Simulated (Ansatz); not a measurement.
Ti3S2:

```
CELL_PARAMETERS angstrom
2.71311 1.56642 3.23762
-2.71311 1.56642 3.23762
0.00000 -3.13283 3.23762
ATOMIC_POSITIONS crystal
Ti 0.00000 0.33565 0.66434
Ti 0.66434 0.00000 0.33565
Ti 0.33565 0.66434 0.00000
S 0.16784 0.16784 0.16784
S 0.83216 0.83216 0.83216
```

The cell comes from a database or a generator and needn't be the stable form of this composition.

Base run:

* Program: Ansatz 0.2.0
* Functional: PBE
* Potentials or basis: Ansatz PAW
* Cutoff: 420 eV (not typed: the program's choice for these potentials)
* k mesh: 6 × 6 × 6
* Occupations: fermi-dirac, width 0.05 eV
* Spin: no spin polarisation

Its results: band gap on the k mesh none (metal or under the smearing width); pressure 0.3 GPa; largest force 0.034 eV/Å.

Q: The run is repeated on the same cell with these changes: functional from PBE to r2SCAN; cutoff from 420 eV (not typed: the program's choice for these potentials) to 500 eV (not typed: the program's choice for these potentials). What comes out?

A: Band gap on the k mesh none (metal or under the smearing width); pressure -0.4 GPa; largest force 0.049 eV/Å.

Caveats: the PAW data sets come from PBE, with cores solved anew for the run's functional, which leaves a small shift of forces and pressure (some runs).
